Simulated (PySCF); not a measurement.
# triplet InSiNH6 at 6 levels

Wanted: a comparison of 6 runs (UB3LYP/def2-SVP, UBHLYP/def2-SVP, UBLYP/def2-SVP, UPBE/def2-SVP, UPBE0/def2-SVP, UCCSD(T)/def2-SVP) of triplet InSiNH6. 

The calculation is run with PySCF 2.14.0.

### Step 1. Starting point

InSiNH6 has 9 atoms, charge 0, and is taken as a triplet. SMILES of the parent species: `N[SiH2][InH2]`. The shape is that of a PBE0-D4/def2-TZVP optimisation. This is one conformer, not always the lowest. That shape belongs to the parent species and isn't relaxed for this state.

Bond lengths: N1–Si2 1.729 Å, Si2–In3 2.572 Å, N1–H4 1.007 Å, N1–H5 1.008 Å, Si2–H6 1.491 Å, Si2–H7 1.501 Å, In3–H8 1.735 Å, In3–H9 1.730 Å. Some angles: N1–Si2–In3 109.0°, N1–Si2–H6 107.5°, N1–Si2–H7 115.0°, In3–Si2–H6 111.6°, In3–Si2–H7 108.8°, Si2–N1–H4 119.3°, Si2–N1–H5 120.1°, Si2–In3–H8 120.6°, Si2–In3–H9 122.7°, H6–Si2–H7 104.9°.

### Step 2. A single-point energy at UB3LYP/def2-SVP (core potential) (run 1)

File run.py:

```python
from pyscf import gto, dft

mol = gto.Mole()
mol.atom = '''
N     -1.684691     1.117584    -2.525430
Si     0.706380     1.405956    -0.318797
In     0.504935    -2.372362     2.732733
H     -2.070384    -0.593752    -3.262801
H     -1.957189     2.486880    -3.821971
H      0.321253     3.848427     1.030279
H      3.323839     1.572441    -1.399720
H     -1.041617    -5.134008     1.874419
H      1.897474    -2.331355     5.691099
'''
mol.verbose = 3
mol.max_memory = 1860
mol.ecp = {'In': 'def2-svp'}
mol.spin = 2
mol.basis = 'def2-svp'
mol.unit = 'bohr'
mol.build()

ks = dft.UKS(mol, xc='b3lyp')
ks.grids.level = 5
ks.conv_tol = 1e-10
ks.kernel()
if not ks.converged:
    ks = ks.newton().run(ks.mo_coeff, ks.mo_occ)

e_tot = ks.e_tot
print(f'total energy: {e_tot:.8f} hartree')
```

Run with:

```bash
$ OMP_NUM_THREADS=1 python run.py
```

The log of the run:

```text
<dir> SyntaxWarning: invalid escape sequence '\W'
  S = {(paw_set(r)[0], bool(re.search(r"spin_orbit\W+true|paw_fr", str((r.get("files") or {}).get("input") or "")) or re.search("(?i)spin.orbit\W+(value\W+)?(true|yes)|value\W+spin-orbit", json.dumps(r.get("inputs"), default=str)))) for r in records}

WARN: HOMO -0.512110665475205 >= LUMO -0.572934720892775

WARN: HOMO 0.0632456268641633 >= LUMO -0.00471289246568091

WARN: HOMO -0.0863522599683861 >= LUMO -0.197984281199657

WARN: HOMO -0.111514372514738 >= LUMO -0.217029799277017

WARN: HOMO -0.109695766785869 >= LUMO -0.229152710323679

WARN: HOMO -0.116356713811342 >= LUMO -0.22462984438525

WARN: HOMO -0.118158361404369 >= LUMO -0.212491050588766

WARN: HOMO -0.123382196023989 >= LUMO -0.209570141421139

WARN: HOMO -0.125057656106826 >= LUMO -0.208298542265076

WARN: HOMO -0.125358769396868 >= LUMO -0.209176097316032

WARN: HOMO -0.125482446142719 >= LUMO -0.209334575364124

WARN: HOMO -0.125583226222069 >= LUMO -0.209291399599657

WARN: HOMO -0.125599284668652 >= LUMO -0.209316264848987

WARN: HOMO -0.125599907535417 >= LUMO -0.209313204838345

WARN: HOMO -0.125592424094172 >= LUMO -0.209309761506624

WARN: HOMO -0.125596802440647 >= LUMO -0.209311807993188

WARN: HOMO -0.125595022642052 >= LUMO -0.209308119682781

WARN: HOMO -0.125595771860219 >= LUMO -0.209309439875028

WARN: HOMO -0.125595674634731 >= LUMO -0.209309152353207

WARN: HOMO -0.125595958521977 >= LUMO -0.209309344497626

converged SCF energy = -537.800506419151  <S^2> = 2.002777  2S+1 = 3.0018508
total energy: -537.80050642 hartree
```

It took 62 s on 1 thread of Arm Neoverse V2, shared host; peak memory 0.47 GiB.

### Step 3. A single-point energy at UBHLYP/def2-SVP (core potential) (run 2)

File job.py:

```python
from pyscf import gto, dft

mol = gto.Mole()
mol.atom = '''
N     -1.684691     1.117584    -2.525430
Si     0.706380     1.405956    -0.318797
In     0.504935    -2.372362     2.732733
H     -2.070384    -0.593752    -3.262801
H     -1.957189     2.486880    -3.821971
H      0.321253     3.848427     1.030279
H      3.323839     1.572441    -1.399720
H     -1.041617    -5.134008     1.874419
H      1.897474    -2.331355     5.691099
'''
mol.verbose = 4
mol.max_memory = 1860
mol.unit = 'bohr'
mol.charge = 0
mol.ecp = {'In': 'def2-svp'}
mol.spin = 2
mol.basis = 'def2-svp'
mol.build()

mf = dft.UKS(mol, xc='bhandhlyp')
mf.grids.level = 5
mf.conv_tol = 1e-10
mf.kernel()
if not mf.converged:
    mf = mf.newton().run(mf.mo_coeff, mf.mo_occ)

etot = mf.e_tot
print(f'total energy: {etot:.8f} hartree')
```

Run with:

```bash
$ OMP_NUM_THREADS=1 python job.py
```

The log of the run:

```text
<dir> SyntaxWarning: invalid escape sequence '\W'
  S = {(paw_set(r)[0], bool(re.search(r"spin_orbit\W+true|paw_fr", str((r.get("files") or {}).get("input") or "")) or re.search("(?i)spin.orbit\W+(value\W+)?(true|yes)|value\W+spin-orbit", json.dumps(r.get("inputs"), default=str)))) for r in records}

PySCF version 2.14.0

[... 76 lines left out ...]
[... the frontier-level lines of each cycle are left out ...]
[... 23 lines left out ...]
[... 23 lines left out ...]
[... 23 lines left out ...]
[... 23 lines left out ...]
[... 1 line left out ...]
cycle= 20 E= -537.585662646887  delta_E= -3.4e-10  |g|= 2.99e-06  |ddm|= 6.91e-05


cycle= 21 E= -537.585662646949  delta_E= -6.25e-11  |g|= 8.98e-07  |ddm|= 3.73e-05


Extra cycle  E= -537.585662646949  delta_E= 6.82e-13  |g|= 5.23e-07  |ddm|= 3.9e-06
converged SCF energy = -537.585662646949  <S^2> = 2.0048493  2S+1 = 3.0032312
total energy: -537.58566265 hartree
```

It took 58 s on 1 thread of Arm Neoverse V2, shared host; peak memory 0.47 GiB.

Runs 3 to 4 aren't shown in full; the table further down has their settings and results.

### Step 4. The energy at UPBE0/def2-SVP (core potential) (run 5)

File run.py:

```python
from pyscf import gto, dft

system = gto.M(
    atom='''
N     -1.684691     1.117584    -2.525430
Si     0.706380     1.405956    -0.318797
In     0.504935    -2.372362     2.732733
H     -2.070384    -0.593752    -3.262801
H     -1.957189     2.486880    -3.821971
H      0.321253     3.848427     1.030279
H      3.323839     1.572441    -1.399720
H     -1.041617    -5.134008     1.874419
H      1.897474    -2.331355     5.691099
''',
    ecp={'In': 'def2-svp'},
    max_memory=1860,
    basis='def2-svp',
    spin=2,
    charge=0,
    verbose=3,
    unit='bohr',
)

myscf = dft.UKS(system)
myscf.xc = 'pbe0'
myscf.grids.level = 5
myscf.conv_tol = 1e-10
myscf.kernel()
if not myscf.converged:
    myscf = myscf.newton().run(myscf.mo_coeff, myscf.mo_occ)

e_tot = myscf.e_tot
print('E = %.10f Eh' % e_tot)
```

Run with:

```bash
$ OMP_NUM_THREADS=1 python run.py
```

The log of the run:

```text
<dir> SyntaxWarning: invalid escape sequence '\W'
  S = {(paw_set(r)[0], bool(re.search(r"spin_orbit\W+true|paw_fr", str((r.get("files") or {}).get("input") or "")) or re.search("(?i)spin.orbit\W+(value\W+)?(true|yes)|value\W+spin-orbit", json.dumps(r.get("inputs"), default=str)))) for r in records}

WARN: HOMO -0.511321588744478 >= LUMO -0.570086053345887

WARN: HOMO 0.0726259265103403 >= LUMO 0.00833198964584991

WARN: HOMO -0.0701071518078322 >= LUMO -0.210868060189599

WARN: HOMO -0.134758479619414 >= LUMO -0.221723511912273

WARN: HOMO -0.126692041739624 >= LUMO -0.203183733176893

WARN: HOMO -0.128985770620943 >= LUMO -0.201583329427407

WARN: HOMO -0.133330378564118 >= LUMO -0.203797677961518

WARN: HOMO -0.135827841680864 >= LUMO -0.201083077530669

WARN: HOMO -0.136231709574673 >= LUMO -0.201143992100057

WARN: HOMO -0.136274180626756 >= LUMO -0.20136553922363

WARN: HOMO -0.136453879402609 >= LUMO -0.20139437315963

WARN: HOMO -0.136504526360795 >= LUMO -0.201386039171602

WARN: HOMO -0.13648063259167 >= LUMO -0.20139330970342

WARN: HOMO -0.136477824474696 >= LUMO -0.201391832344093

WARN: HOMO -0.136482191503376 >= LUMO -0.201393544018536

WARN: HOMO -0.136480129553632 >= LUMO -0.201390964267908

WARN: HOMO -0.136481147789837 >= LUMO -0.201391691728915

WARN: HOMO -0.136481073755867 >= LUMO -0.201391437621687

WARN: HOMO -0.136481089029857 >= LUMO -0.201391585690779

WARN: HOMO -0.136480981202993 >= LUMO -0.201391548840334

converged SCF energy = -537.519926708811  <S^2> = 2.003449  2S+1 = 3.0022984
E = -537.5199267088 Eh
```

It took 53 s on 1 thread of Arm Neoverse V2, shared host; peak memory 0.47 GiB.

### Step 5. A single-point energy at UCCSD(T)/def2-SVP (core potential) (run 6)

File input.py:

```python
from pyscf import gto, scf, cc

molecule = gto.M(
    atom='''
N   -0.891500   0.591400  -1.336400
Si   0.373800   0.744000  -0.168700
In   0.267200  -1.255400   1.446100
H   -1.095600  -0.314200  -1.726600
H   -1.035700   1.316000  -2.022500
H    0.170000   2.036500   0.545200
H    1.758900   0.832100  -0.740700
H   -0.551200  -2.716800   0.991900
H    1.004100  -1.233700   3.011600
''',
    ecp={'In': 'def2-svp'},
    max_memory=1860,
    basis='def2-svp',
    verbose=4,
    charge=0,
    spin=2,
)

myscf = scf.UHF(molecule)
myscf.conv_tol = 1e-10
myscf.kernel()
if not myscf.converged:
    myscf = myscf.newton().run(myscf.mo_coeff, myscf.mo_occ)

mycc = cc.CCSD(myscf, frozen=10)
mycc.kernel()
e_t = mycc.ccsd_t()
energy = mycc.e_tot + e_t
print('E(%s) = %.9f' % ('CCSD(T)', energy))
```

Run with:

```bash
$ OMP_NUM_THREADS=1 python input.py
```

The log of the run:

```text
<dir> SyntaxWarning: invalid escape sequence '\W'
  S = {(paw_set(r)[0], bool(re.search(r"spin_orbit\W+true|paw_fr", str((r.get("files") or {}).get("input") or "")) or re.search("(?i)spin.orbit\W+(value\W+)?(true|yes)|value\W+spin-orbit", json.dumps(r.get("inputs"), default=str)))) for r in records}

PySCF version 2.14.0

[... 44 lines left out ...]
WARN: HOMO -0.464807023448445 >= LUMO -0.489209936065889
[... 11 lines left out ...]
WARN: HOMO -0.0799096330728943 >= LUMO -0.148976717997925
[... 73 lines left out ...]
SCF not converged.
[... 47 lines left out ...]
converged SCF energy = -535.811642201535  <S^2> = 2.0092743  2S+1 = 3.0061765
[... 35 lines left out ...]
UCCSD converged
[... 2 lines left out ...]
E(CCSD(T)) = -536.231234238
```

Run time: 4.6 min. Hardware: 1 thread of Arm Neoverse V2, shared host; peak memory 1.6 GiB.

### Step 6. Overview of the runs

| run | level | integration grid | frozen core orbitals | energy (Eh) | dipole moment (D) of the reference | HOMO energy (eV) | ⟨S²⟩ | wall time |
| --- | --- | --- | --- | --- | --- | --- | --- | --- |
| 1 | UB3LYP/def2-SVP (core potential) | 5 | – | -537.800506 | 4.61 | -3.42 | 2.003 | 62 s |
| 2 | UBHLYP/def2-SVP (core potential) | 5 | – | -537.585663 | 4.47 | -4.25 | 2.005 | 58 s |
| 3 | UBLYP/def2-SVP (core potential) | 5 | – | -537.627728 | 4.88 | -2.59 | 2.002 | 54 s |
| 4 | UPBE/def2-SVP (core potential) | 5 | – | -537.486529 | 4.78 | -2.86 | 2.002 | 54 s |
| 5 | UPBE0/def2-SVP (core potential) | 5 | – | -537.519927 | 4.49 | -3.71 | 2.003 | 53 s |
| 6 | UCCSD(T)/def2-SVP (core potential) | – | 10 | -536.231234 | 4.83 | -5.55 | 2.009 | 4.6 min |

### Step 7. Summary of results

| quantity | value |
| --- | --- |
| run 6: total energy | -536.23123 Eh |
| run 6: dipole moment (Hartree–Fock density) | 4.83 D |
| run 6: HOMO energy (Hartree–Fock orbitals) (highest over α and β) | -5.55 eV |
| run 6: LUMO energy (Hartree–Fock orbitals) (lowest over α and β) | -2.03 eV |
| run 6: correlation energy (10 core orbitals frozen) | -419.6 mEh |
| run 6: (T) correction | -11.81 mEh |
| run 6: ⟨S²⟩ of the reference determinant | 2.009 |
| run 6: T1 diagnostic | 0.020 |

What this shows: Over runs 1, 2, 3, 4, 5 the dipole moment (its size) runs from 4.47 D (UBHLYP/def2-SVP) to 4.88 D (UBLYP/def2-SVP). Totals of different functionals can't be ranked against each other. All runs together took 9.2 min, the longest 4.6 min.
